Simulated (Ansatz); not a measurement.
**GeNH (triplet): wave-function methods side by side at distance Ge1–N2 = 2.108 Å, cc-pVDZ**

Aim: climb from Hartree-Fock through coupled cluster and multireference methods for GeNH (triplet) at one geometry and basis, and see what each rung misses.

Program: Ansatz 0.2.0, Gaussian basis. Level of theory: cc-pVDZ, core rule «outside noble gas», up to 15 orbitals frozen. These are calculated values, not measurements.

Plan: UHF; CCSD(T) on ROHF; CCSD(T) on UHF; BCCD(T) on ROHF; CISD as a restricted active space (open shells left free, so some higher excitations enter); CCSDT(Q) on ROHF; CCSDT(Q) on UHF; CCSDTQ on ROHF; CASSCF and MRCISD+Q, 4 electrons in 4 orbitals; CASSCF and NEVPT2, 4 electrons in 4 orbitals.

7 further runs of the same task are left out: 4 for a known fault of the program, 3 set aside as unsound or not needed. Runs told in other sessions of the task aren't counted.

## (1) What is computed

The geometry derives from a PBE0/def2-TZVP stationary point (not a proven minimum). One bond is set to the value named and the two fragments are kept rigid. No spin-orbit coupling is included. The filled d shell of Ge may be among the frozen orbitals whatever the setting's name suggests.

3 atoms, charge 0, spin multiplicity 3.

Atoms are counted from 1 here; the program's logs count them from 0.

Bond lengths: Ge1–N2 2.108 Å, N2–H3 1.024 Å. Angles: Ge1–N2–H3 119.0°.

## (2) UHF

in.yaml reads:

```yaml
crystal:
  periodic: [false, false, false]
  atoms:
    - {symbol: Ge, position_ang: [0.000000, 0.017029, 0.366538]}
    - {symbol: N, position_ang: [0.000000, -0.139888, -1.735614]}
    - {symbol: H, position_ang: [0.000000, 0.716698, -2.296825]}
basis:
  gaussian: {orbitals: cc-pVDZ}
magnetization: {spin_polarized: true, initial_magnetization: 2}
hamiltonian: {xc: hf}
output: {orbitals: {seedname: orbitals}}
```

Started as:

```sh
$ ansatz run in.yaml --threads 1 --pin off --events-out ev --progress --plain --max-ram 4096MiB --backend cpu
```

After this run come: CCSD(T) on ROHF; CCSD(T) on UHF; BCCD(T) on ROHF; CISD as a restricted active space (open shells left free, so some higher excitations enter); CCSDT(Q) on ROHF; CCSDT(Q) on UHF; CCSDTQ on ROHF; CASSCF and MRCISD+Q, 4 electrons in 4 orbitals; CASSCF and NEVPT2, 4 electrons in 4 orbitals.

Before running them: what should the planned runs give, taken together? Wanted: RCCSDTQ from the RHF energy; RMP2 from RCCSDTQ; UMP2 from RCCSDTQ; RCCSD from RCCSDTQ; RCCSD(T) from RCCSDTQ; UCCSD(T) from RCCSDTQ; RCCSDT(Q) from RCCSDTQ; UCCSDT(Q) from RCCSDTQ; NEVPT2 pair from RCCSDTQ.

**Answer**, as computed:

| quantity | value |
| --- | --- |
| RCCSDTQ from the ROHF energy | -6.4545 eV |
| RMP2 from RCCSDTQ | +1041.2 meV |
| UMP2 from RCCSDTQ | +1084.5 meV |
| RCCSD from RCCSDTQ | +223.8 meV |
| RCCSD(T) from RCCSDTQ | +33.0 meV |
| UCCSD(T) from RCCSDTQ | +31.3 meV |
| RCCSDT(Q) from RCCSDTQ | -1.4 meV |
| UCCSDT(Q) from RCCSDTQ | -87.8 meV |
| NEVPT2 pair from RCCSDTQ | +957.9 meV |
| MRCISD+Q pair from RCCSDTQ | +26.6 meV |
| levels within 1 kcal/mol (43 meV) | RCCSD(T), UCCSD(T), BCCD(T), RCCSDT, UCCSDT, RCCSDT(Q), MRCISD+Q pair |
| T1 diagnostic | 0.036 |

In words: RCCSD(T) misses by +33.0 meV, 0.5 % of the correlation energy. Of the multireference levels listed MRCISD+Q pair comes nearest in total energy (+26.6 meV), which doesn't show that its space is the better one. These misses are within one basis, not against nature; the frozen cores of restricted and unrestricted runs differ, which can shift their rows.

With open shells the CI space here admits some higher excitations, so it is larger than plain CISD.
